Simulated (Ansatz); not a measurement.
# ErCl: the cost of one run

Method: DFT PBE, scalar-relativistic, plane waves, PAW; 4f electrons in the core of a trivalent norm-conserving potential, in Ansatz 0.2.0.

## Step 1: The system as given

Symmetry: P4/mmm, No. 123, tetragonal system. The conventional cell has a = 3.691 Å, b = 3.691 Å, c = 4.097 Å, α = 90.00°, β = 90.00°, γ = 90.00°. Er (site symmetry 4/mmm) has 8 Cl at 3.32 Å and 4 Er at 3.69 Å in its first shell of neighbours. Cl (site symmetry 4/mmm) has 8 Er at 3.32 Å in its first shell of neighbours.

Structure file:

```cif
data_structure
_symmetry_space_group_name_H-M 'P4/mmm'
_symmetry_Int_Tables_number 123
_cell_length_a 3.6908
_cell_length_b 3.6908
_cell_length_c 4.0970
_cell_angle_alpha 90.000
_cell_angle_beta 90.000
_cell_angle_gamma 90.000
_cell_volume 55.81
loop_
_atom_site_label
_atom_site_type_symbol
_atom_site_symmetry_multiplicity
_atom_site_Wyckoff_symbol
_atom_site_fract_x
_atom_site_fract_y
_atom_site_fract_z
_atom_site_occupancy
Er1 Er 1 d 0.50000 0.50000 0.50000 1
Cl1 Cl 1 a 0.00000 0.00000 0.00000 1
```

Recipe of the guess: species swapped into a database cell of TaRu (P4/mmm, No. 123), with Er on the Ta sites and Cl on the Ru sites. Lengths come from tabulated atomic sizes and are only a guess.

## Step 2: The guess as it stands, on a coarse mesh

input.yaml

```yaml
crystal:
  lattice:
    - [3.69076901, 0.0, 0.0]
    - [0.0, 3.69076901, 0.0]
    - [0.0, 0.0, 4.09695908]
  atoms:
    - { symbol: Er, position: [0.5, 0.5, 0.5] }
    - { symbol: Cl, position: [0.0, 0.0, 0.0] }
basis:
  ecutwfc: 770
kpoints:
  mp_grid: { grid: [6, 6, 4] }
hamiltonian:
  xc: pbe
  pseudopotentials:
    kind: paw
    azcp: { Er: "pseudopotentials/pbe/nc/lanthanide_3plus/Er.nc.azcp" }
scf:
  occupations: { method: gaussian, width: 0.1 }
  lower_state_search: "off"
output:
  forces: true
  stress: true
  eigenvalues: true
```

Command:

```
$ ansatz run input.yaml --threads 1 --pin off --max-ram 2560MiB --backend cpu --events-out ev --progress --plain --runs-dir out
```

**Question.** How long does this run take on 1 thread of Intel Xeon at 2.50GHz (Skylake/Cascade Lake), shared host, and how much memory does it need?

About 7.9 s, with a peak of 0.36 GiB.
